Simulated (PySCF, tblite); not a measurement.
# C₈H₁₀GeO: geometry, infrared bands and NMR shifts

Aim: predict the infrared bands and NMR shifts of C₈H₁₀GeO (`C=[C]([GeH3])C#C/C=C/C(C)=O`).

Programs: tblite 0.8.0 and PySCF 2.14.0, with density-fitted response routines of our own. Each step states its level of theory. These are calculated values for one molecule in the gas phase, unless marked as measured. Atoms count from 0, in the outputs and in this text.

### 1 Starting geometry

20 atoms, charge 0, multiplicity 1; geometry from: force field or distance geometry start.

Bonds of the start (Å): C0–C1 1.31, C1–Ge2 1.92, C1–C3 1.44, C3–C4 1.21, C4–C5 1.44, C5–C6 1.33, C6–C7 1.46, C7–C8 1.49, C7–O9 1.26, C0–H10 1.11, C0–H11 1.08, Ge2–H12 1.55, Ge2–H13 1.54, Ge2–H14 1.56, C5–H15 1.09, C6–H16 1.07, C8–H17 1.09, C8–H18 1.13, C8–H19 1.09.

### 2 Optimising the geometry with GFN2-xTB

The job: settings as JSON, then the geometry in Å.

```
{"job": {"kind": "relax", "xc": "GFN2-xTB", "basis": "xTB"}, "charge": 0, "multiplicity": 1}
C     -3.229000     0.124600    -2.124100
C     -2.749100    -0.158400    -0.939200
Ge    -3.813400    -1.277500     0.209000
C     -1.470400     0.315800    -0.473900
C     -0.409300     0.714400    -0.054600
C      0.866700     1.180700     0.422400
C      1.934700     0.424900     0.183800
C      3.285200     0.778000     0.626700
C      4.416700    -0.136400     0.316200
O      3.409100     1.858800     1.259400
H     -4.226000    -0.304800    -2.341800
H     -2.719300     0.743600    -2.845900
H     -5.161800    -1.659100    -0.459000
H     -3.015900    -2.580100     0.434000
H     -4.022300    -0.465900     1.519500
H      0.975900     2.114400     0.978300
H      1.815000    -0.493600    -0.345200
H      5.208100    -0.010600     1.060600
H      4.059800    -1.197800     0.428500
H      4.840100     0.039700    -0.677100
```

On the command line:

```sh
$ OMP_NUM_THREADS=1 python probes_run.py task.json out
```

The driver reads the jobs from task.json and runs them one after another.

What it wrote:

```text
step      E/eV     max force
  0    -763.64464    3.397
  1    -763.75600    3.266
  2    -763.89695    1.330
  3    -763.93148    1.192
  4    -763.98117    0.595
  5    -764.01598    0.561
  6    -764.02971    0.352
  7    -764.04464    0.292
  8    -764.05650    0.347
  9    -764.06815    0.417
 10    -764.07849    0.320
 11    -764.08433    0.147
 12    -764.08771    0.139
 13    -764.08996    0.112
 14    -764.09180    0.096
 15    -764.09310    0.082
 16    -764.09412    0.072
 17    -764.09506    0.066
 18    -764.09594    0.074
 19    -764.09674    0.074
 20    -764.09743    0.054
 21    -764.09806    0.059
 22    -764.09867    0.062
 23    -764.09933    0.071
 24    -764.10009    0.072
 25    -764.10099    0.078
 26    -764.10193    0.082
 27    -764.10280    0.076
 28    -764.10353    0.061
 29    -764.10410    0.048
 30    -764.10458    0.055
 31    -764.10503    0.056
 32    -764.10546    0.045
 33    -764.10587    0.047
 34    -764.10620    0.042
 35    -764.10649    0.040
 36    -764.10684    0.048
 37    -764.10730    0.053
 38    -764.10785    0.062
 39    -764.10841    0.053
 40    -764.10889    0.052
 41    -764.10933    0.056
 42    -764.10983    0.055
 43    -764.11051    0.059
 44    -764.11131    0.056
 45    -764.11206    0.058
 46    -764.11272    0.055
 47    -764.11337    0.062
 48    -764.11411    0.069
 49    -764.11490    0.070
 50    -764.11556    0.064
 51    -764.11604    0.050
 52    -764.11630    0.078
 53    -764.11671    0.049
 54    -764.11702    0.049
 55    -764.11723    0.032
 56    -764.11736    0.027
 57    -764.11753    0.036
 58    -764.11769    0.036
 59    -764.11781    0.021
 60    -764.11786    0.018
 61    -764.11790    0.018
 62    -764.11796    0.019
 63    -764.11803    0.022
 64    -764.11809    0.018
 65    -764.11815    0.020
 66    -764.11821    0.023
 67    -764.11828    0.022
 68    -764.11835    0.019
 69    -764.11841    0.015
 70    -764.11845    0.016
 71    -764.11850    0.017
 72    -764.11856    0.021
 73    -764.11861    0.015
 74    -764.11864    0.016
 75    -764.11867    0.013
 76    -764.11870    0.015
 77    -764.11873    0.016
 78    -764.11876    0.012
 79    -764.11878    0.014
 80    -764.11880    0.014
 81    -764.11883    0.018
 82    -764.11885    0.015
 83    -764.11886    0.007
```

Wall time 0.57 s (1 thread of Arm Neoverse V2, shared host); peak memory 0.18 GiB.

Relaxation path: (not every step is listed)

```csv
step,energy from step 0 (eV),largest force (eV/Å)
0,0.0000,3.3974
1,-0.1114,3.2662
2,-0.2523,1.3300
3,-0.2868,1.1919
4,-0.3365,0.5952
5,-0.3713,0.5610
6,-0.3851,0.3520
7,-0.4000,0.2921
8,-0.4119,0.3471
15,-0.4485,0.0818
22,-0.4540,0.0624
29,-0.4595,0.0476
36,-0.4622,0.0477
43,-0.4659,0.0586
50,-0.4709,0.0641
57,-0.4729,0.0361
64,-0.4735,0.0177
71,-0.4739,0.0168
78,-0.4741,0.0122
79,-0.4741,0.0144
80,-0.4742,0.0137
81,-0.4742,0.0182
82,-0.4742,0.0147
83,-0.4742,0.0066
```

Close pairs (by a distance rule), those that changed most:

```csv
bond,before (Å),after (Å),change (Å)
Ge2–H14,1.556,1.494,-0.061
Ge2–H12,1.552,1.495,-0.057
Ge2–H13,1.544,1.495,-0.049
C7–O9,1.258,1.213,-0.045
C4–C5,1.440,1.395,-0.045
C1–Ge2,1.924,1.967,+0.042
C1–C3,1.441,1.403,-0.038
C8–H18,1.125,1.088,-0.037
```

The next job starts from the end point, and lists it.

### 3 Harmonic vibrations with GFN2-xTB

The job: settings as JSON, then the geometry in Å.

```
{"job": {"kind": "ir", "xc": "GFN2-xTB", "basis": "xTB"}, "charge": 0, "multiplicity": 1}
C     -3.289674     0.220830    -2.190808
C     -2.776677    -0.119741    -1.007727
Ge    -3.756872    -1.245523     0.272662
C     -1.505107     0.292101    -0.581794
C     -0.420299     0.604818    -0.137654
C      0.828857     0.983381     0.354802
C      1.972034     0.310871     0.137770
C      3.237798     0.777334     0.716449
C      4.432217    -0.084184     0.382166
O      3.320496     1.772181     1.405539
H     -4.271560    -0.114941    -2.484264
H     -2.754365     0.839211    -2.895085
H     -5.073126    -1.629917    -0.323505
H     -2.973134    -2.478525     0.589753
H     -3.983106    -0.514751     1.556169
H      0.863207     1.882411     0.961459
H      1.986954    -0.588925    -0.460144
H      5.322764     0.303972     0.868978
H      4.252844    -1.106671     0.708984
H      4.581601    -0.093252    -0.696179
```

What it wrote:

```text
mode    cm-1     km/mol
  1       5.0      3.00
  2      40.5      1.49
  3      55.0      0.98
  4      86.9      0.14
  5      94.3      0.02
  6     109.7      1.33
  7     126.7      0.94
  8     163.8      3.52
  9     202.1      1.31
 10     249.1      2.32
 11     319.4      9.23
 12     338.1      0.76
 13     356.4      7.28
 14     386.1      4.34
 15     451.6      3.94
 16     504.3     18.43
 17     550.0     24.21
 18     558.1     82.59
 19     565.3     13.60
 20     607.6     32.35
 21     708.5      8.86
 22     761.7    329.08
 23     764.3    223.55
 24     827.5     43.82
 25     832.3     99.79
 26     860.4     89.83
 27     883.1     32.37
 28     929.4      4.94
 29     973.9     14.11
 30     982.4     48.92
 31     990.5     27.32
 32    1064.7     11.22
 33    1155.4    122.43
 34    1195.4     85.08
 35    1274.7      1.30
 36    1291.4    188.16
 37    1367.4     36.25
 38    1404.2      8.49
 39    1455.7     12.06
 40    1462.3      9.18
 41    1596.2    335.91
 42    1632.3     51.14
 43    1721.5    319.79
 44    1984.4    144.63
 45    2074.8    438.56
 46    2078.5    437.30
 47    2264.4    117.32
 48    3019.6     12.95
 49    3026.1      3.66
 50    3026.8      4.94
 51    3058.4     16.42
 52    3072.6     18.96
 53    3081.9     29.83
 54    3100.4     32.39
```

Run time: 0.73 s. Hardware: 1 thread of Arm Neoverse V2, shared host; peak memory 0.18 GiB.

The strongest bands and the atoms that carry them (share of the mass-weighted mode):

```csv
cm⁻¹,km/mol,atoms
762,329.1,"H12 20 %, H13 17 %, H14 17 %, H16 11 %"
764,223.6,"H12 17 %, H16 14 %, C5 14 %, H13 13 %"
1291,188.2,"H16 20 %, C7 17 %, C6 14 %, C3 11 %"
1596,335.9,"C5 42 %, C6 38 %"
1722,319.8,"C7 59 %, O9 34 %"
1984,144.6,"H12 40 %, H13 32 %, H14 28 %"
2075,438.6,"H13 67 %, H12 18 %, H14 14 %"
2078,437.3,"H14 57 %, H12 41 %"
```

### 4 NMR shieldings: PBE0/pcSseg-1

Same as in step 3 but for these lines:

```diff
@@ -1,2 +1,2 @@
-{"job": {"kind": "ir", "xc": "GFN2-xTB", "basis": "xTB"}, "charge": 0, "multiplicity": 1}
+{"job": {"kind": "nmr", "xc": "PBE0", "basis": "pcSseg-1"}, "charge": 0, "multiplicity": 1}
 C     -3.289674     0.220830    -2.190808
```

With the program's defaults for keys left out, this is: GIAO PBE0/pcSseg-1 NMR shielding, non-relativistic, gas phase.

What it wrote:

```text
coarse grid: 78760 points
cycle   1  E = -2461.8234874193  dE =  8.454e-01  |g| = 1.164e+00  |ddm| = 4.561e+00
cycle   2  E = -2461.3880184079  dE =  4.355e-01  |g| = 1.846e+00  |ddm| = 3.461e+00
cycle   3  E = -2461.9623361384  dE = -5.743e-01  |g| = 4.523e-01  |ddm| = 3.007e+00
cycle   4  E = -2461.9995892349  dE = -3.725e-02  |g| = 8.136e-02  |ddm| = 4.585e-01
cycle   5  E = -2462.0002425069  dE = -6.533e-04  |g| = 2.737e-02  |ddm| = 7.560e-02
cycle   6  E = -2462.0003513047  dE = -1.088e-04  |g| = 1.587e-02  |ddm| = 3.203e-02
cycle   7  E = -2462.0004121845  dE = -6.088e-05  |g| = 4.093e-03  |ddm| = 1.544e-02
cycle   8  E = -2462.0004158765  dE = -3.692e-06  |g| = 1.179e-03  |ddm| = 4.261e-03
final grid: 167632 points
cycle   9  E = -2462.0004192520  dE =  6.626e-07  |g| = 2.149e-03  |ddm| = 5.463e-03
cycle  10  E = -2462.0004166478  dE =  2.604e-06  |g| = 4.114e-03  |ddm| = 6.460e-03
cycle  11  E = -2462.0004202761  dE = -3.628e-06  |g| = 3.372e-04  |ddm| = 4.330e-03
cycle  12  E = -2462.0004203031  dE = -2.701e-08  |g| = 4.546e-05  |ddm| = 3.064e-04
cycle  13  E = -2462.0004203036  dE = -5.002e-10  |g| = 1.760e-05  |ddm| = 5.229e-05
converged SCF energy = -2462.0004203036

GIAO shielding tensors (ppm)
atom      isotropic    diamagn.    paramagn.     s11        s22        s33       span
  0 C       42.548     250.240    -207.693    -78.545     51.578    154.610    233.155
  1 C       55.086     271.230    -216.144    -49.714     49.223    165.748    215.462
  2 Ge    1537.064    2753.953   -1216.890   1429.485   1505.636   1676.070    246.585
  3 C       74.014     254.351    -180.337     -0.012     11.467    210.587    210.599
  4 C       82.194     255.238    -173.043     17.958     19.938    208.686    190.729
  5 C       54.789     268.699    -213.910    -51.699     46.194    169.872    221.570
  6 C       47.084     261.296    -214.212    -63.352     66.795    137.810    201.161
  7 C      -11.609     247.192    -258.801   -100.705    -39.205    105.083    205.788
  8 C      153.183     251.809     -98.625    133.662    136.459    189.430     55.768
  9 O     -297.702     401.705    -699.408   -873.994   -390.303    371.191   1245.185
 10 H       25.543      29.035      -3.491     21.834     23.992     30.804      8.970
 11 H       25.216      32.215      -6.999     21.434     24.296     29.918      8.484
 12 H       27.784      28.776      -0.993     21.175     22.953     39.222     18.047
 13 H       27.648      28.811      -1.163     21.197     23.248     38.499     17.302
 14 H       27.628      28.353      -0.725     21.257     23.037     38.591     17.335
 15 H       24.423      33.969      -9.546     21.407     24.388     27.473      6.066
 16 H       25.156      37.815     -12.660     20.066     23.947     31.454     11.387
 17 H       29.641      25.078       4.562     26.331     27.984     34.608      8.277
 18 H       29.382      29.608      -0.226     26.319     29.224     32.603      6.284
 19 H       29.367      28.529       0.839     26.395     28.977     32.731      6.336
```

Run time: 67 s. Hardware: 1 thread of Arm Neoverse V2, shared host; peak memory 1.1 GiB.

Shifts follow as δ = σ(reference) − σ, with reference shieldings (ppm) from runs at the same level and on the same kind of geometry: 1H TMS 31.72, 13C TMS 186.9, 17O H2O 336.1, 73Ge GeMe4 1331. The references are single molecules in the gas phase, so shifts against H2O, NH3, PH3, H3PO4 or CFCl3 are not on the usual liquid scales and can be off by tens of ppm. Atoms listed in one row are averaged.

```csv
atoms,environment,σ (ppm),δ (ppm)
C7,ketone carbonyl carbon,-11.6,198.5
C0,terminal =CH2 carbon,42.5,144.4
C6,α carbon of a C=C–C=O unit,47.1,139.8
C5,β carbon of a C=C–C=O unit,54.8,132.1
C1,fully substituted alkene carbon,55.1,131.8
C3,alkyne carbon,74.0,112.9
C4,alkyne carbon,82.2,104.7
C8,methyl carbon α to a carbonyl,153.2,33.7
H15,hydrogen on a β carbon of a C=C–C=O unit,24.42,7.29
H16,hydrogen on an α carbon of a C=C–C=O unit,25.16,6.56
H11,hydrogen on a terminal =CH2 carbon,25.22,6.50
H10,hydrogen on a terminal =CH2 carbon,25.54,6.17
"H12, H13, H14",hydrogen on a germanium bonded to C,27.69,4.03
"H17, H18, H19",hydrogen on a methyl carbon α to a carbonyl,29.46,2.25
Ge2,"germanium bonded to C, 3 H",1537,-206
O9,ketone oxygen,-297.7,633.8
```

Charges from the same density, by scheme (e):

```csv
atoms,Mulliken,IAO,Hirshfeld,ESP fit
C0,-0.04,-0.27,-0.08,-0.39
C1,-0.74,-0.23,-0.07,0.05
Ge2,0.40,0.51,0.31,0.23
C3,0.22,-0.02,-0.04,-0.14
C4,0.09,-0.05,-0.04,0.00
C5,-0.18,-0.10,-0.01,-0.04
C6,-0.22,-0.21,-0.06,-0.41
C7,0.19,0.38,0.15,0.74
C8,-0.25,-0.48,-0.12,-0.60
O9,-0.37,-0.43,-0.24,-0.53
```

Mayer bond orders: C0–C1 1.92, C1–Ge2 0.81, C1–C3 1.09, C3–C4 2.02, C4–C5 1.21, C5–C6 1.74, C6–C7 0.98, C7–C8 1.02, C7–O9 1.99.

Orbitals, density, ELF and potential are computed afterwards from the orbital file.

Frontier orbitals at PBE0/pcSseg-1, with the share of their density that lies nearest to each atom:

```csv
orbital,energy (eV),lies on
HOMO,-7.15,"O9 27 %; C0, C3, C4 about 14 % each; C1, C6 about 7 % each"
LUMO,-2.22,"C5 21 %; C3, C6, C7 about 15 % each; O9 13 %"
```

ELF in a plane through or near 8 of the atoms.

Values, 10 rows by 14 columns:
```
0.00 0.00 0.00 0.00 0.00 0.00 0.00 0.00 0.00 0.00 0.00 0.00 0.00 0.00
0.00 0.00 0.00 0.00 0.00 0.00 0.00 0.00 0.00 0.00 0.00 0.00 0.00 0.00
0.00 0.00 0.00 0.00 0.00 0.00 0.00 0.00 0.02 0.42 0.20 0.03 0.00 0.00
0.00 0.00 0.01 0.05 0.01 0.08 0.03 0.00 0.01 0.62 0.24 0.80 0.67 0.00
0.00 0.04 0.99 0.50 0.25 0.58 0.17 0.45 0.27 0.45 0.40 0.99 0.95 0.00
0.00 0.05 0.99 0.43 0.49 0.13 0.19 0.74 0.60 0.26 0.41 0.02 0.03 0.00
0.00 0.00 0.03 0.23 0.04 0.48 0.08 0.51 0.46 0.56 0.32 0.99 0.00 0.00
0.00 0.00 0.00 0.00 0.00 0.03 0.00 0.04 0.01 0.99 0.71 0.84 0.00 0.00
0.00 0.00 0.00 0.00 0.00 0.00 0.00 0.00 0.00 0.90 0.31 0.00 0.00 0.00
0.00 0.00 0.00 0.00 0.00 0.00 0.00 0.00 0.00 0.00 0.00 0.00 0.00 0.00
```
The map spans 16.0 Å across and 10.3 Å up, centred on the molecule. Atoms in the plane (x, y in Å): C0 (3.5, -1.6), C1 (2.9, -0.4), Ge2 (3.8, 1.3), C6 (-2.0, -0.1), H10 (4.6, -1.6), H11 (3.1, -2.5), H12 (5.2, 1.1), H17 (-5.4, 0.3).

On the surface of density 0.002 e/bohr³ the electrostatic potential runs, from the 1st to the 99th percentile, from -1.73 V near O9 to 1.06 V near H16.

### 5 Results

| quantity | value |
| --- | --- |
| strongest single infrared mode (GFN2-xTB) | 2075 cm⁻¹, 439 km/mol |
| zero-point energy (GFN2-xTB) | 88.2 kcal/mol |
| 13C shifts against TMS (PBE0/pcSseg-1) | 198.5, 144.4, 139.8, 132.1, 131.8, 112.9, 104.7, 33.7 ppm |
| 1H shifts against TMS (PBE0/pcSseg-1, means over atoms taken as alike) | 7.29, 6.56, 6.50, 6.17, 4.03, 2.25 ppm |
| 73Ge shifts against GeMe4 (PBE0/pcSseg-1) | -206 ppm |
| 17O shifts against H2O (PBE0/pcSseg-1) | 633.8 ppm |
| surface potential, 1st and 99th percentile | -1.73 V and 1.06 V |

Over 83 steps the energy fell by 0.474 eV; of the close pairs, Ge2–H14 changed most, 1.556 to 1.494 Å. All 54 modes are real, so the xTB geometry is a minimum. Unscaled tight-binding wavenumbers are off by several per cent, some by more. Its intensities can rank the bands wrongly. C7 (ketone carbonyl carbon) lies farthest downfield among carbon, at 198.5 ppm; the double bond to the heteroatom, with no lone-pair donor beside it, deshields it most. H15 (hydrogen on a β carbon of a C=C–C=O unit) lies farthest downfield among hydrogen, at 7.29 ppm; olefinic region. At PBE0/pcSseg-1: The largest span, 1245 ppm, is at O9, where the paramagnetic term is -699 ppm. At PBE0/pcSseg-1, counted by nearest atom on the grid, the HOMO lies on O9 27 %; C0, C3, C4 about 14 % each, the LUMO on C5 21 %; C3, C6, C7 about 15 % each. Spin-orbit coupling is left out, which matters for shieldings and couplings at and beside the heavy atoms.
